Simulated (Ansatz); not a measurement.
# TePt (zincblende type): how the settings move a single-point run

Question: which choices in the input matter for TePt (zincblende type)?

Computed with Ansatz 0.2.0 (reference: DFT, LDA, all-electron LAPW, scalar-relativistic, unless a step's input says otherwise).

## 1. The starting structure

The structure is cubic, space group F-43m (No. 216). Conventional cell: a = 5.906 Å, b = 5.906 Å, c = 5.906 Å, α = 90.00°, β = 90.00°, γ = 90.00°. Pt (site symmetry -43m) is surrounded by 4 Te at 2.56 Å. Te (site symmetry -43m) is surrounded by 4 Pt at 2.56 Å.

As a file:

```
Pt Te
1.0
     0.00000    2.95282    2.95282
     2.95282    0.00000    2.95282
     2.95282    2.95282    0.00000
Pt Te
1 1
Direct
  0.00000 0.00000 0.00000
  0.25000 0.25000 0.25000
```

## 2. Baseline

Input file input.yaml:

```yaml
crystal:
  lattice:
    - [0.0, 2.9528166949, 2.9528166949]
    - [2.9528166949, 0.0, 2.9528166949]
    - [2.9528166949, 2.9528166949, 0.0]
  atoms:
    - { symbol: Pt, position: [0.0, 0.0, 0.0] }
    - { symbol: Te, position: [0.25, 0.25, 0.25] }
kpoints:
  mp_grid: { grid: [11, 11, 11] }
  band_path:
    path:
      - [0.0, 0.0, 0.0]
      - [-0.5, -0.5, 0.0]
      - [-0.375, -0.375, 0.25]
      - [-0.375, 0.0, 0.375]
      - [0.0, 0.0, 0.0]
      - [0.0, 0.0, 0.5]
      - [-0.5, -0.25, 0.25]
      - [-0.5, -0.5, 0.0]
    npoints: 14
scf:
  occupations: { method: fermi_dirac, width: 0.05 }
hamiltonian:
  xc: lda
  pseudopotentials: { kind: all_electron, lapw: { basis_error: 0.001 } }
output:
  forces: true
  stress: true
  eigenvalues: true
  populations: true
  dos: { projected: true, de: 0.2, e_range: [-14, 8] }
```

Run with:

```sh
> ansatz run input.yaml --threads 1 --pin off --max-ram 2048MiB --backend cpu --events-out ev --progress --plain --runs-dir out
```

## 3. Changing settings: lower_state_search full, hubbard.sites [{species: Pt, l: d, u_eff: 1.0}], hubbard.double_counting fll

Edit input.yaml of step 2 so:

```diff
@@ -23,2 +23,3 @@
   occupations: { method: fermi_dirac, width: 0.05 }
+  lower_state_search: full
 hamiltonian:
@@ -26,2 +27,3 @@
   pseudopotentials: { kind: all_electron, lapw: { basis_error: 0.001 } }
+  hubbard: { sites: [{ species: Pt, l: d, u_eff: 1.0 }], double_counting: fll }
 output:
@@ -31,2 +33 @@
   populations: true
-  dos: { projected: true, de: 0.2, e_range: [-14, 8] }
```

Q: Predict the outcome of this session. Wanted: for each run, ending; energy change; pressure; gap; force.

As calculated:

```
                                                                                                     run     ending                                                     energy change  pressure (GPa)  gap (eV)  force (eV/Å)  cycles     time
                                                                                               reference  converged                                                                 0             0.0      0.00          0.00       8     84 s
1: lower_state_search full, hubbard.sites [{species: Pt, l: d, u_eff: 1.0}], hubbard.double_counting fll  converged  +201.2 meV/atom (Hubbard term changed: no physical gain or loss)            -0.1      0.00          0.00       7  3.3 min
```

Times don't compare one to one where runs were asked for different outputs or read a saved state (see the inputs); cycles may leave out searches for a lower state.

Residual by cycle in the longest SCF loop of each run; runs are numbered as in the table. The quantity is the density residual dr2, in eV.

```
cycle  reference    run 1
    1      0.181    0.157
    2    0.00499  0.00299
    3    0.00194  0.00122
    4     3.4e-4   2.1e-4
    5     2.5e-5   1.5e-5
    6     1.1e-6   7.1e-7
    7     1.3e-7   6.2e-8
    8     1.4e-9        -
```

Changing the search for lower states, Hubbard U and double counting of the Hubbard term moves the energy by +201.2 meV/atom. The U term adds an energy of its own, so the shift says nothing about which run is better. A changed U is a change of model: its shifts are not errors of convergence.
